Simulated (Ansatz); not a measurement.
# BaHg (Pm-3m): charge-density difference against the sublattices, by script

Wanted for BaHg (Pm-3m): a charge-density difference against the sublattices.

All numbers are computed with Ansatz 0.2.0, driven from Python. Level of theory: DFT PBEsol, plane waves, PAW.

### Step 1. Starting point

Symmetry: Pm-3m, No. 221, cubic system. The conventional cell has a = 4.179 Å, b = 4.179 Å, c = 4.179 Å, α = 90.00°, β = 90.00°, γ = 90.00°. Ba (site symmetry m-3m) is surrounded by 8 Hg at 3.62 Å. Around Hg (site symmetry m-3m) lie 8 Ba at 3.62 Å.

The script holds or builds the structure itself.

### Step 2. The script

drho_bahg.py

```python
# -*- coding: utf-8 -*-
import warnings

import ansatz as az
import numpy as np

params = {
    "functional": "pbesol",
    "filling": "fermi_dirac",
    "smearing_width": 0.05,
    "cutoff_ev": 460,
    "mesh": (6, 6, 6),
}

VECTORS = np.array([
    [4.17876, 0.0, 0.0],
    [0.0, 4.17876, 0.0],
    [0.0, 0.0, 4.17876],
])
SITES = [
    ("Ba", (0.0, 0.0, 0.0)),
    ("Hg", (0.5, 0.5, 0.5)),
]


def on_lattice(cell):
    crystal = az.Crystal(lattice=az.Lattice.of(cell))
    for symbol, position in SITES:
        crystal = crystal.atom(symbol, position)
    return crystal

warnings.simplefilter("ignore", az.DeckWarning)

def solve(crystal):
    return (
        crystal.calculation()
        .functional(params["functional"])
        .occupations(params["filling"], width=params["smearing_width"])
        .basis(params["cutoff_ev"], grid_basis="typed")
        .kpoints(*params["mesh"])
        .density()
        .run(threads=1)
    )


whole = solve(on_lattice(VECTORS))
difference = whole.density().channels[0].density_e_per_ang3.copy()
binding = whole.report["free_energy_ev"]
for element in ["Ba", "Hg"]:
    part = az.Crystal(lattice=az.Lattice.of(VECTORS))
    for symbol, position in SITES:
        if symbol == element:
            part = part.atom(symbol, position)
    alone = solve(part)
    difference -= alone.density().channels[0].density_e_per_ang3
    binding -= alone.report["free_energy_ev"]
    print(f"{element} sublattice: {alone.report['n_electrons']:g} electrons, {alone.report['n_iterations']} iterations")

voxel = abs(np.linalg.det(VECTORS)) / difference.size
print(f"energy of the crystal less its unpolarised sublattices: {binding / len(SITES):.4f} eV/atom")
print(f"net charge of the difference {difference.sum() * voxel:.5f} e, charge moved {0.5 * np.abs(difference).sum() * voxel:.3f} e")
print(f"extremes {difference.min():.4f} and {difference.max():.4f} e/A^3")
for (symbol, position) in SITES:
    index = tuple(int(round(p * n)) % n for p, n in zip(position, difference.shape))
    print(f"  change of the pseudo-density at the grid point nearest {symbol}: {difference[index]:+.4f} e/A^3")
profile = difference.mean(axis=(0, 1))
print("planar mean along the third vector:", np.round(profile[:: max(len(profile) // 12, 1)], 4))
```

### Step 3. What the engine is handed

The engine receives this input (first run):

```yaml
crystal:
  lattice:
    - [4.17876, 0.0, 0.0]
    - [0.0, 4.17876, 0.0]
    - [0.0, 0.0, 4.17876]
  atoms:
    - { symbol: Ba, position: [0.0, 0.0, 0.0] }
    - { symbol: Hg, position: [0.5, 0.5, 0.5] }
basis:
  ecutwfc: 460.0
  fft_grid_basis: typed
kpoints:
  mp_grid:
    grid: [6, 6, 6]
hamiltonian:
  xc: pbesol
scf:
  occupations:
    method: fermi_dirac
    width: 0.05
output:
  write_density: true
```

### Step 4. The run

Started as:

```sh
python drho_bahg.py
```

Without the output at hand: what should come out? Wanted: charge moved; crystal less its sublattices.

The runs gave:

| quantity | value |
| --- | --- |
| charge moved | 0.235 e |
| crystal less its sublattices | -1.0069 eV/atom |
| runs compared | 3 |

What this shows: All 3 runs converged. What to keep in mind:
- Spin-orbit coupling, which matters for elements this heavy, is left out.
- The fields are valence quantities on the plane-wave grid; their values near the nuclei depend on the potentials.
- This cell is a computed structure, which may not be the phase found in nature.
- Charge moved counts every rearrangement, bonding and polarisation too, and is no transfer between atoms; the bare sublattices are artificial references.
